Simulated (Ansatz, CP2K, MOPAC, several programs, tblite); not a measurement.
Energy against volume for Na2ICl, ordered on the rocksalt lattice (R-3m) with 4 atoms a cell, at fixed shape and fractional coordinates, computed by several methods (PBE and r2SCAN, where shown, with plane waves in Ansatz); the cell shown is that of r2SCAN. With free coordinates or axes held, a curve is too stiff, and on another method's shape its minimum isn't the method's own volume. It is trigonal, R-3m (No. 166); a = 4.283 Å, c = 20.933 Å in the conventional setting, 27.71 Å³ an atom. Cl has 6 Na at 2.91 Å; I has 6 Na at 3.16 Å; Na has 3 Cl at 2.91 Å and 3 I at 3.16 Å. Spin-unpolarised throughout. Whether this structure exists isn't addressed. Energies count from each curve's lowest point; fits are third-order Birch-Murnaghan.

```yaml
crystal:
  lattice:
    - [2.14136, 1.23631, 6.97776]
    - [-2.14136, 1.23631, 6.97776]
    - [0.00000, -2.47263, 6.97776]
  atoms:
    - { symbol: Cl, position: [0.00000, 0.00000, 0.00000] }
    - { symbol: I, position: [0.50000, 0.50000, 0.50000] }
    - { symbol: Na, position: [0.26032, 0.26032, 0.26032] }
    - { symbol: Na, position: [0.73968, 0.73968, 0.73968] }
```

Problem. PBE, on the shape of its own relaxed cell, gives
```
V (Å³/atom)  E (meV/atom)
     26.982          7.31
     27.843          1.85
     28.704          0.00
     29.565          1.20
     30.426          4.97
```
What equilibrium volume and bulk modulus follow?

Solution. V₀ = 28.77 Å³ an atom and B₀ = 19 GPa.

PBE/DZVP (CP2K), on the shape of the cell shown:

| V (Å³/atom) | E (meV/atom) |
| --- | --- |
| 24.384 | 64.51 |
| 26.047 | 25.04 |
| 27.709 | 6.15 |
| 29.372 | 0.00 |
| 31.034 | 6.86 |

The points scatter about the fit by more than 0.3 meV an atom, so no fit is quoted.

Problem. GFN1-xTB (tblite), on the shape of the cell shown, as a cluster of 108 atoms at the zone centre, gives
```
V (Å³/atom)  E (meV/atom)
     24.384         37.32
     26.047          8.87
     27.709          0.00
     29.372          5.35
     31.034         21.10
```
What equilibrium volume and bulk modulus follow?

Solution. V₀ = 27.83 Å³ an atom and B₀ = 22 GPa.

PBE/SZV (CP2K), on the shape of the cell shown:

| V (Å³/atom) | E (meV/atom) |
| --- | --- |
| 24.384 | 72.49 |
| 26.047 | 28.08 |
| 27.709 | 6.42 |
| 29.372 | 0.00 |
| 31.034 | 7.00 |

V₀ = 29.24 Å³ an atom and B₀ = 21 GPa.

PM7 (MOPAC), on the shape of the cell shown, as a cluster of 108 atoms at the zone centre:
```csv
V (Å³/atom),E (meV/atom)
24.384,85.08
26.047,22.32
27.709,0.00
29.372,17.88
31.034,59.94
```
The points scatter about the fit by more than 0.3 meV an atom, so no fit is quoted.
